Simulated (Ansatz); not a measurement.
# NiO: the cost of one run

Method: DFT r2SCAN, scalar-relativistic, plane waves, PAW, in Ansatz 0.2.0.

## (1) The structure to begin with

It takes space group Pm-3m (No. 221, cubic). The conventional cell has a = 2.650 Å, b = 2.650 Å, c = 2.650 Å, α = 90.00°, β = 90.00°, γ = 90.00°. Around Ni (site symmetry m-3m) lie 8 O at 2.29 Å. Around O (site symmetry m-3m) lie 8 Ni at 2.29 Å.

Coordinates:

```cif
data_structure
_symmetry_space_group_name_H-M 'Pm-3m'
_symmetry_Int_Tables_number 221
_cell_length_a 2.6498
_cell_length_b 2.6498
_cell_length_c 2.6498
_cell_angle_alpha 90.000
_cell_angle_beta 90.000
_cell_angle_gamma 90.000
_cell_volume 18.61
loop_
_atom_site_label
_atom_site_type_symbol
_atom_site_symmetry_multiplicity
_atom_site_Wyckoff_symbol
_atom_site_fract_x
_atom_site_fract_y
_atom_site_fract_z
_atom_site_occupancy
Ni1 Ni 1 a 0.00000 0.00000 0.00000 1
O1 O 1 b 0.50000 0.50000 0.50000 1
```

This is candidate A: caesium chloride type (Pm-3m, No. 221).

(A quick probe on a coarse mesh, which set the mesh and smearing, is not shown.)

## (3) Rough relaxation on the coarse mesh (candidate A)

Input file input.yaml:

```yaml
crystal:
  lattice:
    - [2.6497852425, 0.0, 0.0]
    - [0.0, 2.6497852425, 0.0]
    - [0.0, 0.0, 2.6497852425]
  atoms:
    - { symbol: Ni, position: [0.0, 0.0, 0.0], spin: 1.67 }
    - { symbol: O, position: [0.5, 0.5, 0.5], spin: 0.56 }
basis:
  ecutwfc: 500
kpoints:
  mp_grid: { grid: [6, 6, 6] }
hamiltonian:
  xc: r2scan
scf:
  occupations: { method: gaussian, width: 0.1 }
  lower_state_search: "off"
output:
  forces: true
  stress: true
  eigenvalues: true
  populations: true
magnetization:
  spin_polarized: true
relax:
  adjacent_minimum: "off"
  f_tol: 0.04
  max_steps: 70
  cell: { stress_tol: 0.4 }
```

On the command line:

```console
> ansatz run input.yaml --threads 1 --pin off --max-ram 2560MiB --backend cpu --events-out ev --progress --plain --runs-dir out
```

**Question.** How long does this run take on 1 thread of Intel Xeon 6975P-C (Granite Rapids), shared host, and how much memory does it need?

About 7.7 s, with a peak of 0.38 GiB.
